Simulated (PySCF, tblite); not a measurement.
# C2H12OSi3, a small molecule taken as a stand-in for a surface group (C site with back bonds [SiH3], [SiH3], C[SiH3]): NMR shifts, core binding energies and electronic excitations, part 1 of 2

What NMR shifts, core binding energies and electronic excitations should one expect for `OC([SiH3])([SiH3])C[SiH3]`?

Programs: tblite 0.8.0 and PySCF 2.14.0. All values are calculated, for the isolated system unless a continuum is named. Atoms count from 0, parts from 1.

### 1 The system as given

18 atoms, charge 0, multiplicity 1; geometry: distance geometry start.

### 2 Relaxing the cluster with GFN2-xTB

What the job is given:

```
{"job": {"kind": "relax", "xc": "GFN2-xTB", "basis": "xTB"}, "charge": 0, "multiplicity": 1}
C      1.205295    -0.358647     0.962172
Si     1.061361     1.260928     1.865239
Si     0.216120    -1.617010     1.885730
C      0.666766    -0.250588    -0.404308
Si     1.726946     0.686962    -1.587914
O      2.540187    -0.791534     0.985835
H      2.003198     2.167536     1.362307
H     -0.249488     1.775868     1.681013
H      1.300702     1.049784     3.239338
H     -0.198489    -2.620125     0.995238
H     -0.922572    -0.971976     2.444985
H      1.030632    -2.182473     2.920485
H      0.532622    -1.195621    -0.771873
H     -0.260504     0.212321    -0.323599
H      0.907768     1.169608    -2.634258
H      2.711490    -0.177110    -2.114641
H      2.324644     1.782731    -0.907063
H      2.930807    -1.471938     0.400528
```

Level: GFN2-xTB geometry optimisation, gas phase.

On the command line:

```sh
$ OMP_NUM_THREADS=1 python cluster_run.py task.json out
```

This one command runs all jobs of the session in turn.

The program printed:

```text
step      E/eV     max force
  0    -533.24995    2.899
  1    -533.63910    1.537
  2    -533.93058    0.813
  3    -534.00064    0.567
  4    -534.02873    0.543
  5    -534.06110    0.447
  6    -534.08613    0.449
  7    -534.10464    0.308
  8    -534.11724    0.365
  9    -534.12929    0.378
 10    -534.14185    0.384
 11    -534.15244    0.227
 12    -534.15850    0.148
 13    -534.16229    0.143
 14    -534.16605    0.228
 15    -534.16984    0.211
 16    -534.17263    0.104
 17    -534.17434    0.113
 18    -534.17576    0.108
 19    -534.17766    0.151
 20    -534.18041    0.155
 21    -534.18387    0.145
 22    -534.18729    0.165
 23    -534.18995    0.143
 24    -534.19183    0.109
 25    -534.19347    0.096
 26    -534.19541    0.141
 27    -534.19757    0.158
 28    -534.19941    0.128
 29    -534.20066    0.085
 30    -534.20169    0.093
 31    -534.20302    0.113
 32    -534.20481    0.146
 33    -534.20674    0.132
 34    -534.20851    0.121
 35    -534.21034    0.105
 36    -534.21252    0.126
 37    -534.21490    0.145
 38    -534.21698    0.150
 39    -534.21865    0.128
 40    -534.22054    0.128
 41    -534.22352    0.181
 42    -534.22747    0.199
 43    -534.23089    0.167
 44    -534.23300    0.094
 45    -534.23407    0.079
 46    -534.23491    0.081
 47    -534.23584    0.094
 48    -534.23674    0.066
 49    -534.23768    0.080
 50    -534.23837    0.097
 51    -534.23960    0.092
 52    -534.24057    0.066
 53    -534.24122    0.048
 54    -534.24161    0.048
 55    -534.24206    0.060
 56    -534.24275    0.075
 57    -534.24355    0.068
 58    -534.24418    0.048
 59    -534.24461    0.049
 60    -534.24503    0.056
 61    -534.24558    0.058
 62    -534.24625    0.059
 63    -534.24683    0.044
 64    -534.24721    0.048
 65    -534.24750    0.043
 66    -534.24789    0.042
 67    -534.24831    0.039
 68    -534.24861    0.031
 69    -534.24879    0.026
 70    -534.24894    0.030
 71    -534.24912    0.038
 72    -534.24935    0.040
 73    -534.24960    0.040
 74    -534.24981    0.029
 75    -534.24999    0.036
 76    -534.25018    0.047
 77    -534.25042    0.047
 78    -534.25078    0.051
 79    -534.25123    0.053
 80    -534.25170    0.046
 81    -534.25204    0.044
 82    -534.25228    0.051
 83    -534.25249    0.048
 84    -534.25275    0.040
 85    -534.25305    0.049
 86    -534.25322    0.040
 87    -534.25341    0.029
 88    -534.25355    0.024
 89    -534.25367    0.029
 90    -534.25375    0.026
 91    -534.25384    0.021
 92    -534.25395    0.025
 93    -534.25411    0.033
 94    -534.25430    0.041
 95    -534.25452    0.038
 96    -534.25475    0.034
 97    -534.25498    0.041
 98    -534.25525    0.055
 99    -534.25559    0.068
100    -534.25600    0.066
101    -534.25638    0.050
102    -534.25666    0.041
103    -534.25686    0.043
104    -534.25703    0.044
105    -534.25722    0.043
106    -534.25740    0.033
107    -534.25754    0.040
108    -534.25769    0.028
109    -534.25782    0.028
110    -534.25797    0.029
111    -534.25811    0.028
112    -534.25825    0.023
113    -534.25834    0.023
114    -534.25844    0.023
115    -534.25856    0.029
116    -534.25870    0.025
117    -534.25881    0.023
118    -534.25887    0.020
119    -534.25891    0.015
120    -534.25897    0.018
121    -534.25903    0.016
122    -534.25909    0.020
123    -534.25913    0.018
124    -534.25917    0.021
125    -534.25922    0.018
126    -534.25927    0.013
127    -534.25930    0.014
128    -534.25932    0.012
129    -534.25935    0.017
130    -534.25939    0.022
131    -534.25944    0.018
132    -534.25948    0.011
133    -534.25950    0.009
134    -534.25952    0.016
135    -534.25956    0.023
136    -534.25960    0.023
137    -534.25964    0.015
138    -534.25968    0.013
139    -534.25970    0.014
140    -534.25974    0.018
141    -534.25979    0.020
142    -534.25985    0.018
143    -534.25991    0.018
144    -534.25997    0.018
145    -534.26002    0.017
146    -534.26006    0.017
147    -534.26009    0.015
148    -534.26013    0.013
149    -534.26015    0.013
150    -534.26017    0.014
151    -534.26019    0.013
152    -534.26021    0.014
153    -534.26023    0.013
154    -534.26025    0.011
155    -534.26026    0.010
156    -534.26027    0.008
```

Run time: 3.6 s. Hardware: 1 thread of AMD EPYC 9R45, shared host.

Step by step:

```
step  energy from step 0 (eV)  largest force (eV/Å)
   0                   0.0000                2.8990
   6                  -0.8362                0.4485
  12                  -0.9085                0.1481
  18                  -0.9258                0.1084
  24                  -0.9419                0.1091
  30                  -0.9517                0.0936
  36                  -0.9626                0.1257
  42                  -0.9775                0.1987
  48                  -0.9868                0.0661
  54                  -0.9917                0.0479
  60                  -0.9951                0.0564
  66                  -0.9979                0.0422
  72                  -0.9994                0.0398
  78                  -1.0008                0.0510
  84                  -1.0028                0.0397
  90                  -1.0038                0.0263
  96                  -1.0048                0.0337
 102                  -1.0067                0.0407
 108                  -1.0077                0.0287
 114                  -1.0085                0.0235
 120                  -1.0090                0.0177
 126                  -1.0093                0.0127
 132                  -1.0095                0.0111
 138                  -1.0097                0.0126
 144                  -1.0100                0.0174
 150                  -1.0102                0.0141
 156                  -1.0103                0.0073
```

Close pairs (by a distance rule), those that changed most:

```
   bond  before (Å)  after (Å)  change (Å)
 C3–H12       1.023      1.096      +0.073
 Si2–H9       1.404      1.472      +0.068
 C0–Si2       1.848      1.914      +0.066
 C3–Si4       1.845      1.906      +0.061
 Si1–H6       1.401      1.460      +0.060
  C0–C3       1.473      1.532      +0.059
Si4–H14       1.414      1.469      +0.055
 C0–Si1       1.860      1.915      +0.055
```

### 3 Geometry optimisation at PBE0-D3(BJ)/def2-SVP

What the job is given:

```
{"job": {"xc": "PBE0", "basis": "def2-SVP", "d3": "d3bj", "grid": 2, "kind": "geom", "shake": 0.01}, "charge": 0, "multiplicity": 1}
C      0.009879    -0.197368     0.415213
Si    -0.008020     1.421568     1.464282
Si    -0.839978    -1.654258     1.306213
C     -0.571238     0.046807    -0.988173
Si     0.753279     0.619238    -2.197107
O      1.403951    -0.443209     0.268429
H      0.705240     2.495281     0.760855
H     -1.378685     1.825765     1.707717
H      0.677927     1.134160     2.743374
H     -0.580441    -2.836443     0.481000
H     -2.265200    -1.430103     1.461605
H     -0.172243    -1.861688     2.616663
H     -1.060463    -0.875550    -1.384338
H     -1.441550     0.764257    -0.933214
H      0.067273     1.087121    -3.397640
H      1.606652    -0.490480    -2.565950
H      1.557306     1.722687    -1.635539
H      1.517538    -1.322143    -0.097475
```

The program printed:

```text
step   0  E = -1026.16616475  max force = 0.032198
step   1  E = -1026.17306294  max force = 0.004146
step   2  E = -1026.17329941  max force = 0.001551
step   3  E = -1026.17333408  max force = 0.000642
step   4  E = -1026.17335055  max force = 0.000355
step   5  E = -1026.17335826  max force = 0.000355
optimisation converged
```

Wall time 59 s (1 thread of AMD EPYC 9R45, shared host); peak memory 0.81 GiB.

Along the way:

```
step  energy from step 0 (eV)  largest force component (eV/Å)
   0                   0.0000                          1.6557
   1                  -0.1877                          0.2132
   2                  -0.1941                          0.0798
   3                  -0.1951                          0.0330
   4                  -0.1955                          0.0183
   5                  -0.1957                          0.0183
```

Distances of close pairs at the start and the end, largest changes first:

```
   bond  before (Å)  after (Å)  change (Å)
 Si1–H7       1.450      1.496      +0.047
Si4–H15       1.448      1.494      +0.046
Si2–H10       1.451      1.495      +0.044
Si4–H14       1.460      1.497      +0.037
 Si2–H9       1.465      1.500      +0.035
 C3–H13       1.129      1.104      -0.026
 Si1–H6       1.468      1.492      +0.024
 C0–Si1       1.929      1.908      -0.021
```

The end geometry stands in the next job.

```
                         at the end point                value
  point group (found at 0.08 Å tolerance)                   C1
rotational constants (GHz, main isotopes)  2.292, 1.208, 0.980
                        dipole moment (D)                 1.40
```

### 4 NMR shieldings: PBE0/pcSseg-1

What the job is given:

```
{"job": {"kind": "nmr", "xc": "PBE0", "basis": "pcSseg-1"}, "charge": 0, "multiplicity": 1}
C      0.082794    -0.221020     0.418990
Si     0.118631     1.366995     1.476018
Si    -0.851646    -1.595727     1.360599
C     -0.563872     0.026397    -0.955359
Si     0.658865     0.691749    -2.249882
O      1.459873    -0.606258     0.291342
H      0.845989     2.460722     0.767477
H     -1.294074     1.796722     1.718914
H      0.781672     1.087486     2.782558
H     -0.633516    -2.854997     0.574867
H     -2.317003    -1.309254     1.427657
H     -0.311838    -1.788120     2.739195
H     -0.978774    -0.904975    -1.389726
H     -1.419414     0.719668    -0.883295
H     -0.135561     1.104275    -3.449622
H      1.607085    -0.377765    -2.684635
H      1.427284     1.870666    -1.758232
H      1.503035    -1.460144    -0.158306
```

Level: GIAO PBE0/pcSseg-1 NMR shielding, non-relativistic, gas phase.

The program printed:

```text
coarse grid: 15576 points
cycle   1  E = -1026.3827752263  dE =  1.029e-01  |g| = 5.953e-01  |ddm| = 3.656e+00
cycle   2  E = -1026.3036214576  dE =  7.915e-02  |g| = 8.811e-01  |ddm| = 1.326e+00
cycle   3  E = -1026.4497496736  dE = -1.461e-01  |g| = 8.131e-02  |ddm| = 9.345e-01
cycle   4  E = -1026.4508179019  dE = -1.068e-03  |g| = 3.348e-02  |ddm| = 9.555e-02
cycle   5  E = -1026.4510789996  dE = -2.611e-04  |g| = 8.891e-03  |ddm| = 3.800e-02
cycle   6  E = -1026.4510980095  dE = -1.901e-05  |g| = 2.145e-03  |ddm| = 1.117e-02
cycle   7  E = -1026.4510991297  dE = -1.120e-06  |g| = 5.872e-04  |ddm| = 2.626e-03
final grid: 133872 points
cycle   8  E = -1026.4954497330  dE = -1.909e-05  |g| = 7.889e-03  |ddm| = 2.138e-02
cycle   9  E = -1026.4954316715  dE =  1.806e-05  |g| = 1.235e-02  |ddm| = 1.542e-02
cycle  10  E = -1026.4954618530  dE = -3.018e-05  |g| = 4.680e-04  |ddm| = 9.580e-03
cycle  11  E = -1026.4954618852  dE = -3.219e-08  |g| = 2.118e-04  |ddm| = 6.206e-04
cycle  12  E = -1026.4954618956  dE = -1.038e-08  |g| = 5.035e-05  |ddm| = 2.541e-04
cycle  13  E = -1026.4954618962  dE = -5.839e-10  |g| = 1.392e-05  |ddm| = 6.635e-05
converged SCF energy = -1026.4954618962

GIAO shielding tensors (ppm)
atom      isotropic    diamagn.    paramagn.     s11        s22        s33       span
  0 C      131.286     250.492    -119.206     97.465    110.691    185.701     88.236
  1 Si     412.670     880.180    -467.511    370.217    399.868    467.924     97.707
  2 Si     403.791     880.496    -476.704    350.113    392.026    469.236    119.123
  3 C      163.545     253.202     -89.658    140.297    157.799    192.539     52.242
  4 Si     426.240     879.255    -453.015    404.582    412.553    461.586     57.004
  5 O      271.211     390.672    -119.461    255.473    262.332    295.828     40.356
  6 H       26.917      29.296      -2.379     22.707     26.674     31.368      8.661
  7 H       27.527      29.465      -1.938     24.457     25.586     32.537      8.080
  8 H       27.199      29.107      -1.908     23.631     25.447     32.520      8.890
  9 H       27.658      29.835      -2.176     24.470     26.375     32.131      7.662
 10 H       27.209      29.186      -1.976     23.945     25.255     32.429      8.484
 11 H       27.044      29.016      -1.972     23.313     25.464     32.354      9.040
 12 H       29.864      32.562      -2.698     24.671     30.162     34.761     10.090
 13 H       29.991      32.465      -2.474     25.445     28.510     36.019     10.574
 14 H       27.546      28.207      -0.661     24.417     25.088     33.134      8.718
 15 H       27.376      29.052      -1.676     23.612     26.091     32.424      8.811
 16 H       27.038      28.828      -1.790     22.932     26.488     31.695      8.763
 17 H       31.033      34.959      -3.927     23.572     27.838     41.689     18.117
```

It took 18 s on 1 thread of AMD EPYC 9R45, shared host; peak memory 0.89 GiB.

The references, computed at this level on geometries of the same kind, shield at (ppm): $^{1}$H TMS 31.27, $^{13}$C TMS 184.4, $^{29}$Si TMS 352.0, $^{17}$O H2O 334.6. Their shielding less the atom's gives the shift. The references are single molecules in the gas phase, so shifts against H2O, NH3, PH3, H3PO4 or CFCl3 are not on the usual liquid scales and can be off by tens of ppm.

```
atoms                           environment  σ (ppm)  δ (ppm)
   C0           carbon bonded to C, O, 2 Si    131.3     53.1
   C3           carbon bonded to C, Si, 2 H    163.5     20.9
   H6     hydrogen on a silicon bonded to C    26.92     4.35
  H16     hydrogen on a silicon bonded to C    27.04     4.23
  H11     hydrogen on a silicon bonded to C    27.04     4.22
   H8     hydrogen on a silicon bonded to C    27.20     4.07
  H10     hydrogen on a silicon bonded to C    27.21     4.06
  H15     hydrogen on a silicon bonded to C    27.38     3.89
   H7     hydrogen on a silicon bonded to C    27.53     3.74
  H14     hydrogen on a silicon bonded to C    27.55     3.72
   H9     hydrogen on a silicon bonded to C    27.66     3.61
  H12  hydrogen on a carbon bonded to C, Si    29.86     1.40
  H13  hydrogen on a carbon bonded to C, Si    29.99     1.28
  H17     hydrogen on an oxygen bonded to C    31.03     0.23
  Si2              silicon bonded to C, 3 H    403.8    -51.8
  Si1              silicon bonded to C, 3 H    412.7    -60.7
  Si4              silicon bonded to C, 3 H    426.2    -74.2
   O5                 oxygen bonded to C, H    271.2     63.3
```

Charges from the same density, by scheme (e):

```
atoms  Mulliken    IAO  Hirshfeld  ESP fit
   C0     -0.48  -0.28      -0.08     0.07
  Si1      0.52   0.58       0.29     0.32
  Si2      0.49   0.55       0.29     0.22
   C3     -0.50  -0.54      -0.16    -0.30
  Si4      0.50   0.58       0.30     0.36
   O5     -0.43  -0.54      -0.20    -0.57
```

Mayer bond orders: C0–Si1 0.85, C0–Si2 0.86, C0–C3 0.96, C3–Si4 0.89, C0–O5 0.87.

(Continued in part 2 of 2.)
